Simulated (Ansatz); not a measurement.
# GeSe (Germanium monoselenide), step by step, part 2 of 2

Ansatz 0.2.0.

### 5 The doublet cation: a geometry optimisation at U-wB97M-V/def2-TZVPD (run 44)

Input file run.yaml:

```yaml
crystal:
  periodic: [false, false, false]
  atoms:
    - symbol: Ge
      position_ang: [-0.000000, -0.000000, 0.004498]
    - symbol: Se
      position_ang: [0.000000, 0.000000, 2.130131]
basis:
  gaussian:
    orbitals: def2-TZVPD
total_charge: 1
magnetization:
  spin_polarized: true
  initial_magnetization: 1
hamiltonian:
  xc: {name: wB97M-V}
relax: {}
```

The run is started by

```console
$ ansatz run run.yaml --threads 1 --pin off --max-ram 3480MiB --events-out events.jsonl --progress --plain --runs-dir runs
```

The program printed:

```text
Warning: RAYON_NUM_THREADS=1 ignored (pool sized by the plan → 1); use --threads N
The last accepted step is kept in runs//last_step.txt (removed where the run ends without a failure and the disk answers)
Functional definition: wB97M-V
  name "wB97M-V"
  parameter omega = 0.3/bohr
  parameter cx = 0.15
  parameter cx01 = 1.007
  parameter cx10 = 0.259
  parameter css00 = 0.443
  parameter css04 = -1.437
  parameter css10 = -4.535
  parameter css20 = -3.390
  parameter css43 = 4.278
  parameter cos00 = 1.000
  parameter cos10 = 1.358
  parameter cos20 = 2.924
  parameter cos21 = -8.812
  parameter cos60 = -1.390
  parameter cos61 = 9.142
  parameter b = 6.0
  parameter c = 0.01
  gx(w, u) = 1 - cx + cx01*u + cx10*w
  gss(w, u) = css00 + css04*u^4 + css10*w + css20*w^2 + css43*w^4*u^3
  gos(w, u) = cos00 + cos10*w + (cos20 + cos21*u)*w^2 + (cos60 + cos61*u)*w^6
  exchange = spin_sum(e_x_unif_sr(omega)*gx(b97_w, b97_u_x)) + cx*exact_x_sr(omega) + exact_x_lr(omega)
  correlation = spin_sum(e_c_pw_mod_same_spin*gss(b97_w, b97_u_same))
      + integral(e_c_pw_mod_opposite_spin*gos(b97_w_opposite, b97_u_opposite)) + vv10(b, c)
767 factors; integrals over basis functions are off by at most 4.0e-4 eV
185 factors; integrals over basis functions are off by at most 1.0e-4 eV
mean field evaluation 1: about -121847.6852 eV, gradient 2.5e1 eV
mean field evaluation 2: about -121840.8663 eV, gradient 4.6e1 eV
mean field evaluation 4: about -121852.0956 eV, gradient 1.4e0 eV
mean field evaluation 8: about -121852.1244 eV, gradient 7.1e-2 eV
mean field evaluation 16: about -121852.1247 eV, gradient 8.3e-4 eV
mean field evaluation 32: about -121852.4197 eV, gradient 5.0e-2 eV
mean field -121852.41970050 eV, -4477.9938294566 hartree, gradient 7.8e-6 eV, S^2 0.753159; 3 other end points of the search recorded, 0 dependent functions left out
the calculation of the forces begins
reference -121852.41973292 eV, -4477.9938306483 hartree; 33, 32 occupied and 78, 79 virtual orbitals, 767 factors
relax step   1: F+E_penalty+E_count = -121852.41970050 eV  Δ(F+E_penalty+E_count) = +0.000e0 eV  max|allowed force component| = 3.380e0 eV/Å  Δτ_max = 0.0000 Å  (193 SCF iters, accepted)
these checks for a lower state are left out or cut short: starts, cluster_reference, orbital_swaps, neighbouring_geometries, increment
767 factors; integrals over basis functions are off by at most 3.1e-4 eV
185 factors; integrals over basis functions are off by at most 1.1e-4 eV
mean field -121852.64782865 eV, -4478.0022130117 hartree, gradient 2.2e-5 eV, S^2 0.754815; 0 other end points of the search recorded, 0 dependent functions left out
the calculation of the forces begins
reference -121852.64786005 eV, -4478.0022141656 hartree; 33, 32 occupied and 78, 79 virtual orbitals, 767 factors
relax step   2: F+E_penalty+E_count = -121852.64782865 eV  Δ(F+E_penalty+E_count) = -2.281e-1 eV  max|allowed force component| = 3.291e-1 eV/Å  Δτ_max = 0.0862 Å  (47 SCF iters, accepted)
these checks for a lower state are left out or cut short: starts, cluster_reference, orbital_swaps, neighbouring_geometries, increment
767 factors; integrals over basis functions are off by at most 3.0e-4 eV
185 factors; integrals over basis functions are off by at most 1.1e-4 eV
mean field evaluation 64: about -121852.6339 eV, gradient 6.6e-1 eV
mean field -121852.65127080 eV, -4478.0023395085 hartree, gradient 2.3e-5 eV, S^2 0.754557; 0 other end points of the search recorded, 0 dependent functions left out
the calculation of the forces begins
reference -121852.65130225 eV, -4478.0023406641 hartree; 33, 32 occupied and 78, 79 virtual orbitals, 767 factors
relax step   3: F+E_penalty+E_count = -121852.65127080 eV  Δ(F+E_penalty+E_count) = -3.442e-3 eV  max|allowed force component| = 3.292e-2 eV/Å  Δτ_max = 0.0094 Å  (51 SCF iters, accepted)
these checks for a lower state are left out or cut short: starts, cluster_reference, orbital_swaps, neighbouring_geometries, increment
767 factors; integrals over basis functions are off by at most 3.0e-4 eV
185 factors; integrals over basis functions are off by at most 1.1e-4 eV
mean field -121852.65130392 eV, -4478.0023407256 hartree, gradient 2.7e-5 eV, S^2 0.754532; 0 other end points of the search recorded, 0 dependent functions left out
the calculation of the forces begins
reference -121852.65133537 eV, -4478.0023418813 hartree; 33, 32 occupied and 78, 79 virtual orbitals, 767 factors
relax step   4: F+E_penalty+E_count = -121852.65130392 eV  Δ(F+E_penalty+E_count) = -3.312e-5 eV  max|allowed force component| = 6.218e-4 eV/Å  Δτ_max = 0.0010 Å  (37 SCF iters, accepted)
767 factors; integrals over basis functions are off by at most 3.0e-4 eV
185 factors; integrals over basis functions are off by at most 1.1e-4 eV
mean field evaluation 96: about -121851.9489 eV, gradient 5.1e-3 eV
mean field -121852.65130392 eV, -4478.0023407256 hartree, gradient 2.7e-5 eV, S^2 0.754532; 4 other end points of the search recorded, 0 dependent functions left out
the calculation of the forces begins
reference -121852.65133537 eV, -4478.0023418813 hartree; 33, 32 occupied and 78, 79 virtual orbitals, 767 factors
Total energy: -121852.65133537 eV, -4478.0023418813 hartree
Atom 0 at    -0.000000     0.000000    -0.071261 Å, force    -0.000000    -0.000000     0.000622 eV/Å
Atom 1 at     0.000000    -0.000000     2.205890 Å, force    -0.000000     0.000000    -0.000622 eV/Å
Dipole moment:    -0.000000     0.000000    -0.518012 e Å
```

Run time: 2.5 min. Hardware: 1 thread of Arm Neoverse V2, shared host; peak memory 0.48 GiB.

Step by step:

```csv
step,energy from the first frame kept (eV),largest force (eV/Å)
1,0.0000,3.3804
2,-0.2281,0.3291
3,-0.2316,0.0329
4,-0.2316,0.0006
```

After the run. Bond lengths: Ge1–Se2 2.277 Å.

### 6 Overview of the runs

```csv
run,level,task,walk f tol,partner,energy (Eh),wall time
1,HF/STO-3G,optimise,0.002,base,-4425.322426,1.8 s
2,HF/STO-3G,frequencies,–,base,-4425.322427,3.3 s
3,UHF/STO-3G,energy,–,cation,-4425.077233,1.9 s
4,UHF/STO-3G,optimise,–,cation,-4425.096262,6.9 s
5,HF/3-21G,optimise,0.002,base,-4453.868337,1.7 s
6,HF/3-21G,frequencies,–,base,-4453.868336,3.6 s
7,UHF/3-21G,energy,–,cation,-4453.553677,3.6 s
8,UHF/3-21G,optimise,–,cation,-4453.566504,11 s
9,HF/6-31G* (Cartesian functions),optimise,0.002,base,-4474.663494,5.4 s
10,HF/6-31G* (Cartesian functions),frequencies,–,base,-4474.663494,14 s
11,UHF/6-31G* (Cartesian functions),energy,–,cation,-4474.346723,6.9 s
12,UHF/6-31G* (Cartesian functions),optimise,–,cation,-4474.356730,24 s
13,B3LYP/6-31G* (Cartesian functions),optimise,0.002,base,-4478.110481,9.6 s
14,B3LYP/6-31G* (Cartesian functions),frequencies,–,base,-4478.110481,20 s
15,UB3LYP/6-31G* (Cartesian functions),energy,–,cation,-4477.752788,12 s
16,UB3LYP/6-31G* (Cartesian functions),optimise,–,cation,-4477.760722,26 s
17,PBE/def2-SVP,optimise,0.002,base,-4477.373074,4.2 s
18,PBE/def2-SVP,frequencies,–,base,-4477.373074,7.8 s
19,UPBE/def2-SVP,energy,–,cation,-4477.013754,7.5 s
20,UPBE/def2-SVP,optimise,–,cation,-4477.021523,16 s
21,MP2/6-31G* (Cartesian functions),optimise,0.002,base,-4475.177021,11 s
22,MP2/6-31G* (Cartesian functions),frequencies,–,base,-4475.177021,26 s
23,UMP2/6-31G* (Cartesian functions),energy,–,cation,-4474.820311,16 s
24,UMP2/6-31G* (Cartesian functions),optimise,–,cation,-4474.827044,44 s
25,r2SCAN/def2-TZVP,optimise,0.002,base,-4478.573417,12 s
26,r2SCAN/def2-TZVP,frequencies,–,base,-4478.573417,23 s
27,U-r2SCAN/def2-TZVP,energy,–,cation,-4478.210309,53 s
28,U-r2SCAN/def2-TZVP,optimise,–,cation,-4478.218082,1.8 min
29,B3LYP-D4/def2-TZVP,optimise,0.002,base,-4478.682219,11 s
30,B3LYP-D4/def2-TZVP,frequencies,–,base,-4478.682219,21 s
31,UB3LYP-D4/def2-TZVP,energy,–,cation,-4478.323849,18 s
32,UB3LYP-D4/def2-TZVP,optimise,–,cation,-4478.331767,41 s
33,MP2/cc-pVTZ,optimise,0.002,base,-4475.707105,10 s
34,MP2/cc-pVTZ,frequencies,–,base,-4475.707105,31 s
35,UMP2/cc-pVTZ,energy,–,cation,-4475.340889,16 s
36,UMP2/cc-pVTZ,optimise,–,cation,-4475.347718,50 s
37,PBE-D3(BJ)/def2-TZVP,optimise,0.002,base,-4477.928987,6.9 s
38,PBE-D3(BJ)/def2-TZVP,frequencies,–,base,-4477.928987,12 s
39,UPBE-D3(BJ)/def2-TZVP,energy,–,cation,-4477.570834,12 s
40,UPBE-D3(BJ)/def2-TZVP,optimise,–,cation,-4477.578287,25 s
41,wB97M-V/def2-TZVPD,optimise,0.002,base,-4478.349505,39 s
42,wB97M-V/def2-TZVPD,frequencies,–,base,-4478.349505,81 s
43,U-wB97M-V/def2-TZVPD,energy,–,cation,-4477.993831,65 s
44,U-wB97M-V/def2-TZVPD,optimise,–,cation,-4478.002342,2.5 min
```

### 7 Outcome

What follows sums up all 2 parts.

| quantity | value |
| --- | --- |
| doublet cation, run 44: total energy at the end | -4478.00234 Eh |
| doublet cation, run 44: bond length | 2.277 Å |
| doublet cation, run 44: ⟨S²⟩ | 0.755 |
| vertical ionisation energy (to the doublet cation), HF/STO-3G | 6.672 eV |
| vertical ionisation energy (to the doublet cation), HF/6-31G* | 8.620 eV |
| vertical ionisation energy (to the doublet cation), PBE-D3(BJ)/def2-TZVP | 9.746 eV |
| adiabatic ionisation energy (to the doublet cation, no zero-point term), HF/6-31G* | 8.347 eV |
| adiabatic ionisation energy (to the doublet cation, no zero-point term), B3LYP/6-31G* | 9.517 eV |
| adiabatic ionisation energy (to the doublet cation, no zero-point term), MP2/6-31G* | 9.523 eV |
| adiabatic ionisation energy (to the doublet cation, no zero-point term), r2SCAN/def2-TZVP | 9.669 eV |
| adiabatic ionisation energy (to the doublet cation, no zero-point term), MP2/cc-pVTZ | 9.779 eV |

What this shows: At HF/STO-3G: removing an electron at fixed nuclei costs 6.67 eV (154 kcal/mol). Its partner is spin-contaminated (⟨S²⟩ = 1.20 against 0.75), so the difference is in doubt. In a minimal basis such a difference can be off by several eV, whatever the method. At HF/6-31G*: the vertical ionisation energy comes to 8.62 eV (832 kJ/mol). At PBE-D3(BJ)/def2-TZVP: the vertical ionisation energy comes to 9.75 eV (225 kcal/mol). At HF/6-31G*: the adiabatic ionisation energy (to the doublet cation, no zero-point term) is 8.35 eV (192 kcal/mol). Totals of different functionals can't be ranked against each other. In runs 1, 2, 3, 4 the basis is minimal, so the values are rough. Spin contamination of the reference: run 3 ⟨S²⟩ = 1.20. All runs together took 18 min, the longest 2.5 min.
